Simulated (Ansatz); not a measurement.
# C2H3F2Si radical: up Jacob's ladder to CCSD(T)

One table from this session's results is given with a row withheld; the runs are named, their logs left out.

Method: functionals in def2-TZVPP, the program's frozen cores in correlated methods; program: Ansatz 0.2.0, Gaussian basis.

Plan: LDA (SPW92), PBE-D4, revPBE-D4, BLYP-D4, r2SCAN-D4, B97M-V, PBE0-D4, B3LYP-D4, r2SCANh-D4, r2SCAN0-D4, HSE06-D4, BHLYP-D4, CAM-B3LYP-D4, LC-ωPBE, ωB97X-V, ωB97M-V, B2PLYP, PBE-QIDH; CCSD(T)/def2-TZVPP; MP2/def2-QZVPP; extrapolation to the limit; RPA on PBE.

1 further run of the same task is left out (it didn't finish).

## The geometry

An earlier PBE0-D4 in a triple-zeta def2 set relaxation fixed the geometry.

SMILES `[CH]=C[SiH](F)F`, 8 atoms, charge 0, spin multiplicity 2.

Atoms are counted from 1 here; the program's logs count them from 0.

Bond lengths: C1–C2 1.305 Å, C1–H6 1.082 Å, C2–Si3 1.846 Å, C2–H7 1.091 Å, Si3–F4 1.588 Å, Si3–F5 1.588 Å, Si3–H8 1.473 Å. Angles: C2–C1–H6 137.0°, C1–C2–Si3 118.6°, C1–C2–H7 120.9°, Si3–C2–H7 120.5°, C2–Si3–F4 110.3°, C2–Si3–F5 110.3°, C2–Si3–H8 112.0°, F4–Si3–F5 106.1°, F4–Si3–H8 108.9°, F5–Si3–H8 108.9°.

The first run:

in.yaml reads:

```yaml
crystal:
  periodic: [false, false, false]
  atoms:
    - {symbol: C, position_ang: [0.855242, 0.475060, 1.494413]}
    - {symbol: C, position_ang: [0.948744, 0.119839, 0.241936]}
    - {symbol: Si, position_ang: [-0.602361, -0.240749, -0.691934]}
    - {symbol: F, position_ang: [-0.572031, -1.723013, -1.260263]}
    - {symbol: F, position_ang: [-0.719944, 0.713377, -1.955598]}
    - {symbol: H, position_ang: [0.063696, 0.635755, 2.215125]}
    - {symbol: H, position_ang: [1.921463, 0.036923, -0.245897]}
    - {symbol: H, position_ang: [-1.802610, -0.074191, 0.146418]}
basis:
  gaussian: {orbitals: def2-TZVPP}
magnetization: {spin_polarized: true, initial_magnetization: 1}
hamiltonian: {xc: lda}
output: {orbitals: {seedname: orbitals}}
```

Among the steps run: LDA; PBE-D4 (GGA); revPBE-D4 (GGA); BLYP-D4 (GGA); r2SCAN-D4 (meta-GGA); B97M-V (meta-GGA); PBE0-D4 (hybrid); B3LYP-D4 (hybrid); r2SCANh-D4 (hybrid); r2SCAN0-D4 (hybrid); HSE06-D4 (hybrid); BHLYP-D4 (hybrid); CAM-B3LYP-D4 (range-separated); LC-ωPBE-D4 (range-separated; the results give it without D4); ωB97X-V (range-separated); ωB97M-V (range-separated); B2PLYP (double hybrid); PBE-QIDH (double hybrid).

One of the session's tables, all rows but one given; the rest of the session is left out.

It belongs to the step «Frontier levels by functional». 

```
  functional  HOMO (eV)  LUMO (eV)  gap (eV)
 LDA (SPW92)      -5.63      -4.09      1.54
      PBE-D4      -5.65      -3.56      2.09
   revPBE-D4      -5.62      -3.41      2.20
     BLYP-D4      -5.49      -3.60      1.88
   r2SCAN-D4      -6.10      -2.84      3.26
      B97M-V      -5.92      -3.30      2.61
     PBE0-D4      -7.13      -2.35      4.78
    B3LYP-D4      -6.82      -2.84      3.98
  r2SCANh-D4      -6.64      -2.44      4.21
  r2SCAN0-D4      -7.46      -1.84      5.62
    HSE06-D4      -6.72      -2.74      3.98
    BHLYP-D4      -8.46      -1.29      7.17
CAM-B3LYP-D4      -8.48      -1.37      7.11
     LC-ωPBE      -9.94       0.20     10.13
     ωB97X-V      -9.40      -0.35      9.05
     ωB97M-V          ?          ?         ?
```

**Question.** Estimate the row for ωB97M-V.

As computed: HOMO (eV): -9.14; LUMO (eV): -0.48; gap (eV): 8.66. In the column «HOMO (eV)» it lies between ωB97X-V (-9.40) and CAM-B3LYP-D4 (-8.48).
